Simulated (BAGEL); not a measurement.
**C3H9ClSi (chlorotrimethylsilane): a chain of runs**

Aim: the energy (HF/cc-pVDZ), then the energy (NEVPT2(2,2)/cc-pVDZ) of C3H9ClSi (chlorotrimethylsilane). 

The calculation is run with BAGEL 1.2.2.

## 1. The system as given

The species is C3H9ClSi (14 atoms), meant as a singlet with charge 0. SMILES: `C[Si](C)(C)Cl`. The C4–H13 distance was set to 2.512 Å, away from the relaxed value. At this shape a bond of the SMILES string is far longer than usual.

Bond lengths: C1–Si2 1.862 Å, Si2–C3 1.862 Å, Si2–C4 1.862 Å, Si2–Cl5 2.080 Å, C1–H6 1.092 Å, C1–H7 1.094 Å, C1–H8 1.092 Å, C3–H9 1.092 Å, C3–H10 1.092 Å, C3–H11 1.094 Å, C4–H12 1.094 Å, C4–H14 1.092 Å. Some angles: C1–Si2–C3 111.5°, C1–Si2–C4 111.5°, C1–Si2–Cl5 107.3°, C3–Si2–C4 111.5°, C3–Si2–Cl5 107.3°, C4–Si2–Cl5 107.3°, Si2–C1–H6 110.9°, Si2–C1–H7 110.4°, Si2–C1–H8 110.9°, Si2–C3–H9 110.9°.

## 2. A single-point energy at HF/cc-pVDZ (density fitting with svp-jkfit) (run 1)

job.json

```json
{ "bagel": [

{
  "title": "molecule",
  "basis": "cc-pvdz.json",
  "df_basis": "svp-jkfit",
  "angstrom": true,
  "geometry": [
    { "atom": "C", "xyz": [      -3.036410,       0.706644,       0.613693 ] },
    { "atom": "Si", "xyz": [      -1.248150,       0.455724,       0.158563 ] },
    { "atom": "C", "xyz": [      -0.149700,       0.483804,       1.662083 ] },
    { "atom": "C", "xyz": [      -1.007430,      -1.100916,      -0.834847 ] },
    { "atom": "Cl", "xyz": [      -0.686440,       2.053424,      -1.048397 ] },
    { "atom": "H", "xyz": [      -3.173050,       1.644724,       1.156173 ] },
    { "atom": "H", "xyz": [      -3.386380,      -0.110416,       1.251513 ] },
    { "atom": "H", "xyz": [      -3.665750,       0.735814,      -0.278517 ] },
    { "atom": "H", "xyz": [      -0.264060,       1.420894,       2.211383 ] },
    { "atom": "H", "xyz": [       0.900520,       0.381794,       1.379973 ] },
    { "atom": "H", "xyz": [      -0.403520,      -0.339836,       2.335933 ] },
    { "atom": "H", "xyz": [      -1.288720,      -1.978016,      -0.244547 ] },
    { "atom": "H", "xyz": [       1.393020,      -1.360400,      -1.528500 ] },
    { "atom": "H", "xyz": [      -1.621930,      -1.086606,      -1.737707 ] }
  ]
},

{
  "title": "hf"
},

{
  "title": "print",
  "file": "orbitals.molden",
  "orbitals": true
}

]}
```

The basis set cc-pVDZ is read from a file made from the Basis Set Exchange's data (not shown).

On the command line:

```bash
BAGEL_NUM_THREADS=1 BAGEL job.json > job.out
```

The log of the run:

```text
* using 1 threads per process

  ===============================================================
  ===============================================================

  *** Geometry ***

  { "atom" : "C", "xyz" : [     -5.737983,      1.335364,      1.159712 ] },
  { "atom" : "Si", "xyz" : [     -2.358662,      0.861194,      0.299641 ] },
  { "atom" : "C", "xyz" : [     -0.282892,      0.914257,      3.140882 ] },
  { "atom" : "C", "xyz" : [     -1.903767,     -2.080430,     -1.577632 ] },
  { "atom" : "Cl", "xyz" : [     -1.297184,      3.880409,     -1.981183 ] },
  { "atom" : "H", "xyz" : [     -5.996195,      3.108078,      2.184850 ] },
  { "atom" : "H", "xyz" : [     -6.399331,     -0.208656,      2.365017 ] },
  { "atom" : "H", "xyz" : [     -6.927264,      1.390487,     -0.526321 ] },
  { "atom" : "H", "xyz" : [     -0.499001,      2.685101,      4.178908 ] },
  { "atom" : "H", "xyz" : [      1.701736,      0.721486,      2.607771 ] },
  { "atom" : "H", "xyz" : [     -0.762542,     -0.642197,      4.414274 ] },
  { "atom" : "H", "xyz" : [     -2.435328,     -3.737909,     -0.462127 ] },
  { "atom" : "H", "xyz" : [      2.632426,     -2.570783,     -2.888446 ] },
  { "atom" : "H", "xyz" : [     -3.065003,     -2.053388,     -3.283790 ] },

  Number of auxiliary basis functions:      643

  Since a DF basis is specified, we compute 2- and 3-index integrals:
    o Being stored without compression. Storage requirement is 0.078 GB

  Number of basis functions:      123
  Number of electrons      :       58

    * METHOD: MOLECULE                             0.57

  *** RHF ***

  === Nuclear Repulsion ===
   296.3101813514

      * DIIS with orbital gradients will be used.

  === RHF iteration (cc-pvdz.json) ===
      0       -866.80515959          0.01416379           0.21
      1       -867.01233547          0.01052893           0.21
      2       -867.15031723          0.00190215           0.20
      3       -867.15681530          0.00078842           0.22
      4       -867.15790350          0.00012791           0.21
      5       -867.15796071          0.00005465           0.21
      6       -867.15796983          0.00002027           0.20
      7       -867.15797129          0.00000635           0.20
      8       -867.15797137          0.00000245           0.19
      9       -867.15797139          0.00000102           0.20
     10       -867.15797139          0.00000053           0.20
     11       -867.15797139          0.00000024           0.20
     12       -867.15797139          0.00000010           0.20
     13       -867.15797139          0.00000003           0.20
     14       -867.15797139          0.00000001           0.20
     15       -867.15797139          0.00000000           0.21
    * SCF iteration converged.

    * Permanent dipole moment:
           (    1.171777,     0.527937,    -0.892671) a.u.

    * METHOD: HF                                   3.65

    * METHOD: PRINT                                0.04

  ===============================================================
```

It took 4.5 s on 1 thread of Arm Neoverse V1, shared host; peak memory 0.24 GiB.

## 3. The energy at NEVPT2(2,2)/cc-pVDZ (density fitting with svp-jkfit) (run 2)

nevpt2.json

```json
{ "bagel": [

{
  "title": "molecule",
  "basis": "cc-pvdz.json",
  "df_basis": "svp-jkfit",
  "angstrom": "true",
  "geometry": [
    { "atom": "C", "xyz": [      -3.036410,       0.706644,       0.613693 ] },
    { "atom": "Si", "xyz": [      -1.248150,       0.455724,       0.158563 ] },
    { "atom": "C", "xyz": [      -0.149700,       0.483804,       1.662083 ] },
    { "atom": "C", "xyz": [      -1.007430,      -1.100916,      -0.834847 ] },
    { "atom": "Cl", "xyz": [      -0.686440,       2.053424,      -1.048397 ] },
    { "atom": "H", "xyz": [      -3.173050,       1.644724,       1.156173 ] },
    { "atom": "H", "xyz": [      -3.386380,      -0.110416,       1.251513 ] },
    { "atom": "H", "xyz": [      -3.665750,       0.735814,      -0.278517 ] },
    { "atom": "H", "xyz": [      -0.264060,       1.420894,       2.211383 ] },
    { "atom": "H", "xyz": [       0.900520,       0.381794,       1.379973 ] },
    { "atom": "H", "xyz": [      -0.403520,      -0.339836,       2.335933 ] },
    { "atom": "H", "xyz": [      -1.288720,      -1.978016,      -0.244547 ] },
    { "atom": "H", "xyz": [       1.393020,      -1.360400,      -1.528500 ] },
    { "atom": "H", "xyz": [      -1.621930,      -1.086606,      -1.737707 ] }
  ]
},

{
  "title": "hf"
},

{
  "title": "nevpt2",
  "nstate": 1,
  "nact": 2,
  "nclosed": 28,
  "active": [29, 30],
  "maxiter": 200,
  "natocc": "true",
  "ncore": 13
},

{
  "title": "print",
  "file": "orbitals.molden",
  "orbitals": "true"
}

]}
```

The basis set cc-pVDZ is read from a file made from the Basis Set Exchange's data (not shown).

On the command line:

```bash
BAGEL_NUM_THREADS=1 BAGEL nevpt2.json > nevpt2.out
```

The log of the run:

```text
* using 1 threads per process

  ===============================================================
  ===============================================================

  *** Geometry ***

  { "atom" : "C", "xyz" : [     -5.737983,      1.335364,      1.159712 ] },
  { "atom" : "Si", "xyz" : [     -2.358662,      0.861194,      0.299641 ] },
  { "atom" : "C", "xyz" : [     -0.282892,      0.914257,      3.140882 ] },
  { "atom" : "C", "xyz" : [     -1.903767,     -2.080430,     -1.577632 ] },
  { "atom" : "Cl", "xyz" : [     -1.297184,      3.880409,     -1.981183 ] },
  { "atom" : "H", "xyz" : [     -5.996195,      3.108078,      2.184850 ] },
  { "atom" : "H", "xyz" : [     -6.399331,     -0.208656,      2.365017 ] },
  { "atom" : "H", "xyz" : [     -6.927264,      1.390487,     -0.526321 ] },
  { "atom" : "H", "xyz" : [     -0.499001,      2.685101,      4.178908 ] },
  { "atom" : "H", "xyz" : [      1.701736,      0.721486,      2.607771 ] },
  { "atom" : "H", "xyz" : [     -0.762542,     -0.642197,      4.414274 ] },
  { "atom" : "H", "xyz" : [     -2.435328,     -3.737909,     -0.462127 ] },
  { "atom" : "H", "xyz" : [      2.632426,     -2.570783,     -2.888446 ] },
  { "atom" : "H", "xyz" : [     -3.065003,     -2.053388,     -3.283790 ] },

  Number of auxiliary basis functions:      643

  Since a DF basis is specified, we compute 2- and 3-index integrals:
    o Being stored without compression. Storage requirement is 0.078 GB

  Number of basis functions:      123
  Number of electrons      :       58

    * METHOD: MOLECULE                             0.58

  *** RHF ***

  === Nuclear Repulsion ===
   296.3101813514

      * DIIS with orbital gradients will be used.

  === RHF iteration (cc-pvdz.json) ===
      0       -866.80515959          0.01416379           0.20
      1       -867.01233547          0.01052893           0.21
      2       -867.15031723          0.00190215           0.20
      3       -867.15681530          0.00078842           0.21
      4       -867.15790350          0.00012791           0.21
      5       -867.15796071          0.00005465           0.20
      6       -867.15796983          0.00002027           0.21
      7       -867.15797129          0.00000635           0.20
      8       -867.15797137          0.00000245           0.21
      9       -867.15797139          0.00000102           0.20
     10       -867.15797139          0.00000053           0.20
     11       -867.15797139          0.00000024           0.20
     12       -867.15797139          0.00000010           0.20
     13       -867.15797139          0.00000003           0.20
     14       -867.15797139          0.00000001           0.20
     15       -867.15797139          0.00000000           0.20
    * SCF iteration converged.

    * Permanent dipole moment:
           (    1.171777,     0.527937,    -0.892671) a.u.

    * METHOD: HF                                   3.67

    * freezing 13 orbitals
  ---------------------------
      CASSCF calculation
  ---------------------------

    ==== Active orbitals : =====
         Orbital 29
         Orbital 30
    ============================

    * nstate   :      1
    * nclosed  :     28
    * nact     :      2
    * nvirt    :     93
  === CASSCF iteration (cc-pvdz.json) ===

    * Using the second-order algorithm

      0  0      -867.22040644     3.90e-03      0.05

      1  0      -867.24565899     6.86e-04      1.16

      2  0      -867.24622767     1.70e-04      1.13

      3  0      -867.24624978     4.03e-05      1.26

      4  0      -867.24625097     9.49e-06      1.19

      5  0      -867.24625104     2.24e-06      1.20

      6  0      -867.24625104     5.27e-07      1.22

      7  0      -867.24625104     1.24e-07      1.18

      8  0      -867.24625104     2.92e-08      1.05

      9  0      -867.24625104     6.88e-09      0.95

    * Second-order optimization converged. *

     guess   0:   closed 1.                   open ..

  === FCI iteration ===

      0  0      -867.14591327     9.09e-02      0.00
      1  0      -867.24463238     1.24e-02      0.00
      2  0 *    -867.24625104     7.18e-16      0.00

     * ci vector, state   0, <S^2> = 0.0000
       2.     0.8749984587
       .2    -0.4841257041

  === DF-NEVPT2 calculation ===

    * 3-index integral transformation done
    * assembly done

      NEVPT2 correlation energy:   -0.6409968319      0.60

          (+0)     -0.5944472434
          (+0)'    -0.0089859184
          (+1)     -0.0075979625
          (+1)'    -0.0000000000
          (+2)     -0.0001857297
          (-1)     -0.0288309891
          (-1)'     0.0000000000
          (-2)     -0.0009489888

      NEVPT2 total energy:       -867.8872478720

    * METHOD: NEVPT2                              11.91

    * METHOD: PRINT                                0.04

  ===============================================================
```

Run time: 17 s. Hardware: 1 thread of Arm Neoverse V1, shared host; peak memory 0.24 GiB.

## 4. Summary of results

| quantity | value |
| --- | --- |
| run 1, HF/cc-pVDZ: total energy | -867.15797 Eh |
| run 1, HF/cc-pVDZ: dipole moment | 3.98 D |
| run 1, HF/cc-pVDZ: HOMO energy | -8.87 eV |
| run 1, HF/cc-pVDZ: LUMO energy | -0.22 eV |
| run 1, HF/cc-pVDZ: HOMO–LUMO gap | 8.65 eV |
| run 2, NEVPT2(2,2)/cc-pVDZ: total energy | -867.88725 Eh |

One bond (run 1, HF/cc-pVDZ) is far stretched, which a spin-restricted single reference describes badly; a broken-symmetry solution may lie lower.
